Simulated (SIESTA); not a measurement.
**CsLiCr2Te2S3 under changes of volume**

One of the cells (31.029 Å³/atom); the others are scaled copies at fixed shape and fractional positions:

```
Cs Li Cr Te S
1.0
     6.14837   -0.01898    0.00585
    -2.30337    5.97079    0.00335
    -1.39379   -2.20848    7.61268
Cs Li Cr Te S
1 1 2 2 3
Direct
  0.06348 0.10178 0.99394
  0.57026 0.58143 0.57403
  0.07801 0.50138 0.57990
  0.43162 0.02972 0.53722
  0.54458 0.76732 0.28198
  0.01143 0.65932 0.29902
  0.77800 0.37133 0.70773
  0.39402 0.82508 0.74875
  0.19605 0.23009 0.48646
```

The cell was built by a generator and needn't be a form met in nature.

- Program: SIESTA 5.4.2
- Functional: PBE
- Potentials or basis: PseudoDojo 0.4 standard (PBE files)
- Basis: DZP (energy shift 0.003 Ry; two zetas on semicore shells; d shell added on Cs)
- Grid cutoff: 800 Ry
- Energy shift: 0.003 Ry
- k mesh: 5 × 5 × 4
- Occupations: fermi-dirac, width 0.05 eV
- Spin: collinear spin, ferromagnetic start
- Starting moments: [0.0, 0.0, 3.0, 3.0, 0.0, 0.0, 0.0, 0.0, 0.0] μB

| volume (Å³/atom) | energy over the lowest point (meV/atom) | pressure (GPa) | moment (μB per cell) | largest force (eV/Å) |
| --- | --- | --- | --- | --- |
| 28.595 | 22.01 | 3.4 | 5.37 | 0.785 |
| 29.203 | 11.23 | 2.3 | 5.40 | 0.571 |
| 29.812 | 4.23 | 1.4 | 5.43 | 0.417 |
| 31.029 | 0.00 | -0.2 | 5.49 | 0.201 |
| 31.637 | 2.11 | -0.9 | 5.52 | 0.272 |
| 32.245 | ? | ? | ? | ? |

Q: What does the run at 32.245 Å³/atom give?

A: Energy over the lowest point 6.71 meV/atom; pressure -1.5 GPa; moment 5.54 μB per cell; largest force 0.436 eV/Å.

Worked out: A Birch-Murnaghan fit of order 3 (a polynomial in V^(-2/3)) to the other rows has its minimum at 30.85 Å³/atom with B0 = V·E''(V) = 37 GPa and B' = 4.6 at fixed shape and positions, which overstates the stiffness. It gives 6.64 meV/atom at 32.245 Å³/atom, against the run's 6.71, and -dE/dV = -1.5 GPa, against -1.5. A straight line through the other rows of the moment, of slope 0.0493 μB per Å³/atom, extrapolates to 5.55 μB, against the run's 5.54.

Energies are extrapolated to zero smearing.

Caveats: the basis of atomic orbitals isn't converged, which shifts pressures, moduli and gaps; only a ferromagnetic start was run, and an antiferromagnetic order may lie lower in energy.
